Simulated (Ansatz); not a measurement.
## C2H8SSi, SMILES C[SiH2]CS: vertical spin-state energies, step by step

Computed with Ansatz 0.2.0, Python API.

Notebook, run cell by cell (the value of a cell's last expression is shown):

In [1]:
```python
import ansatz as az
```

In [2]:
```python
geometry_ang = [
    ('C', [-1.1075, 1.2524, -0.0757]),
    ('Si', [-0.1005, 0.0545, 0.7862]),
    ('C', [1.2418, -0.5984, -0.2839]),
    ('S', [0.6726, -1.5601, -1.6502]),
    ('H', [-1.663, 0.8454, -0.9656]),
    ('H', [-1.9239, 1.7129, 0.5807]),
    ('H', [-0.532, 2.1417, -0.4464]),
    ('H', [-0.9024, -1.0465, 1.2749]),
    ('H', [0.4955, 0.7198, 2.0318]),
    ('H', [1.8769, 0.2177, -0.6591]),
    ('H', [1.9311, -1.2439, 0.3315]),
    ('H', [0.0883, -2.5506, -0.8902]),
]
system = az.Crystal.molecule()
for symbol, xyz in geometry_ang:
    system = system.atom(symbol, xyz)
```

In [3]:
```python
base = system.calculation()
base = base.basis(gaussian='def2-TZVPP')
base = base.functional('cam_b3lyp')
found = {}
for unpaired in [0, 2]:
    report = base.spin('collinear', total=unpaired).run(threads=1, backend='cpu').report
    s = unpaired / 2
    found[unpaired] = report['free_energy_ev']
    print(f'2S+1 = {unpaired + 1}: E = {found[unpaired]:.5f} eV, <S^2> = {abs(report["mean_field"]["state"]["spin_squared"]):.3f} (pure state {s * (s + 1):.2f})')
lowest = min(found, key=found.get)
for unpaired, e in found.items():
    print(f'multiplicity {unpaired + 1}: {(e - found[lowest]):.3f} eV above the lowest')
```
```text
2S+1 = 1: E = -20918.14936 eV, <S^2> = 0.000 (pure state 0.00)
2S+1 = 3: E = -20913.29663 eV, <S^2> = 2.007 (pure state 2.00)
multiplicity 1: 0.000 eV above the lowest
multiplicity 3: 4.853 eV above the lowest
```

In order: multiplicity 1 (+0.00 eV) and multiplicity 3 (+4.85 eV), all at the one geometry.

Total energies depend on the basis set; only differences at equal settings carry meaning. The geometry is a force-field or estimated start, not a minimum of this method, and the basis set is short of its limit. All parts are taken at fixed geometry, without zero-point energy. Finished in 46 s on 1 thread of Intel(R) Xeon(R) Platinum 8488C (Sapphire Rapids) (shared host), peak memory 1.1 GiB.

(Lines on the test bed's own set-up are left out of the output.)
